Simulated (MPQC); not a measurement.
# [GeH3]− (SMILES [GeH3-]): a first try and a second

Wanted: a single-point energy of [GeH3]−, MP2/aug-cc-pVDZ.

The results are computed with MPQC 2.3.1.

2 further runs of the same task are left out: 1 that didn't finish, 1 set aside as unsound or not needed.

## 1. The system as given

[GeH3]−: 4 atoms, total charge -1, spin state singlet. As SMILES, `[GeH3-]`. The shape comes from GFN2-xTB, which is rough for such elements, and wasn't checked as a minimum.

Bond lengths: Ge1–H2 1.750 Å, Ge1–H3 1.752 Å, Ge1–H4 1.758 Å. Angles: H2–Ge1–H3 89.2°, H2–Ge1–H4 89.5°, H3–Ge1–H4 89.4°.

## 2. The input as first written

run.in

```
% emacs should use -*- KeyVal -*- mode
molecule<Molecule>: (
   symmetry = c1
   unit = angstrom
   { atoms geometry } = {
      Ge [ 0.468920      -0.274960      -0.542070 ]
      H  [ 0.935040       0.154290       1.089240 ]
      H  [ -0.940860      -1.090590       0.102250 ]
      H  [ -0.463100       1.211260      -0.649430 ]
   }
)
basis<GaussianBasisSet>: (
   name = "aug-cc-pVDZ"
   molecule = $:molecule
   puream = yes
)
mpqc: (
   checkpoint = no
   savestate = no
   restart = no
   do_energy = yes
   do_gradient = no
   optimize = no
   mole<MBPT2>: (
      molecule = $:molecule
      basis = $:basis
      memory = 1000000000
      method = mp
      nfzc = 9
      reference<RHF>: (
         molecule = $:molecule
         basis = $:basis
         total_charge = -1
         memory = 1000000000
         print_evals = yes
         maxiter = 78
         guess_wavefunction<CLHF>: (
            molecule = $:molecule
            total_charge = -1
            memory = 1000000000
            value_accuracy = 1e-3
            basis<GaussianBasisSet>: (
               name = "3-21G"
               molecule = $:molecule
            )
         )
      )
   )
)
```

Run with:

```console
$ mpqc run.in > run.out
```

Standard output:

```text
MPQC: Massively Parallel Quantum Chemistry
                                   Version 2.3.1

  Using IntegralV3 by default for molecular integrals evaluation

ClassDesc::load_class("RHF"): load failed
Either "RHF" is an invalid class name or the code
for "RHF" was not linked into the executable.
Signal: Segmentation fault (11)
```

Wall time 0.46 s (1 thread of Intel Xeon at 2.50GHz (Skylake/Cascade Lake), shared host); peak memory 0.27 GiB.

## 3. What went wrong

The input was rejected.

The log says `Either "RHF" is an invalid class name or the code`. The cause is that the input text is malformed or holds a word that the program doesn't know.

## 4. Try two

input.in

```
molecule<Molecule>: (
    symmetry = c1
    unit = angstrom
    { atoms geometry } = {
        Ge [ 0.468920    -0.274960    -0.542070 ]
        H  [ 0.935040     0.154290     1.089240 ]
        H  [ -0.940860    -1.090590     0.102250 ]
        H  [ -0.463100     1.211260    -0.649430 ]
    }
)
basis<GaussianBasisSet>: (
    name = "aug-cc-pVDZ"
    molecule = $:molecule
    puream = yes
)
mpqc: (
    checkpoint = no
    savestate = no
    restart = no
    do_energy = yes
    do_gradient = no
    optimize = no
    mole<MBPT2>: (
        molecule = $:molecule
        basis = $:basis
        memory = 1000000000
        method = mp
        nfzc = 9
        reference<CLHF>: (
            molecule = $:molecule
            basis = $:basis
            total_charge = -1
            memory = 1000000000
            print_evals = yes
            maxiter = 80
            guess_wavefunction<CLHF>: (
                molecule = $:molecule
                total_charge = -1
                memory = 1000000000
                value_accuracy = 1e-3
                basis<GaussianBasisSet>: (
                    name = "3-21G"
                    molecule = $:molecule
                )
            )
        )
    )
)
```

Run with:

```console
$ mpqc input.in > input.out
```

Standard output:

```text
MPQC: Massively Parallel Quantum Chemistry
[...]
  LUMO is    19   A =   0.155443
  total scf energy = -2077.0389015119
[...]
  MP2 correlation energy [au]:         -0.147719721848
  MP2 energy [au]:                   -2077.186621233726
Value of the MolecularEnergy: -2077.1866212337
[...]
        symmetry = c1
[...]
```

It took 29 s on 1 thread of Intel Xeon at 2.50GHz (Skylake/Cascade Lake), shared host; peak memory 0.27 GiB.

## 5. Results

At MP2/aug-cc-pVDZ:

| quantity | value |
| --- | --- |
| total energy | -2077.18662 Eh |
| HOMO energy (Hartree–Fock orbitals) | -2.68 eV |
| LUMO energy (Hartree–Fock orbitals) | 4.23 eV |
| HOMO–LUMO gap (to an unbound level, set by the basis) | 6.91 eV |
| correlation energy (9 core orbitals frozen) | -147.7 mEh |
